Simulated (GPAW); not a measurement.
Crystal: Ga3Sb.

```
Sb Ga
1.0
    -2.15880    2.15880    4.76048
     2.15880   -2.15880    4.76048
     2.15880    2.15880   -4.76048
Sb Ga
1 3
Direct
  0.00000 0.00000 0.00000
  0.50000 0.50000 0.00000
  0.25000 0.75000 0.50000
  0.75000 0.25000 0.50000
```

The cell comes from a database or a generator and needn't be the stable form of this composition.

Base run:

* Program: GPAW 26.7.0
* Functional: PBEsol
* Potentials or basis: PAW data sets generated in the run's folder for this functional
* Cutoff: 600 eV
* Basis: pw
* k mesh: 9 × 9 × 9
* Occupations: fermi-dirac, width 0.05 eV
* Spin: no spin polarisation

Its results: pressure -3.8 GPa.

The run is repeated on the same cell with these changes: k mesh from 9 × 9 × 9 to 6 × 6 × 6. What comes out?

Pressure -3.4 GPa.
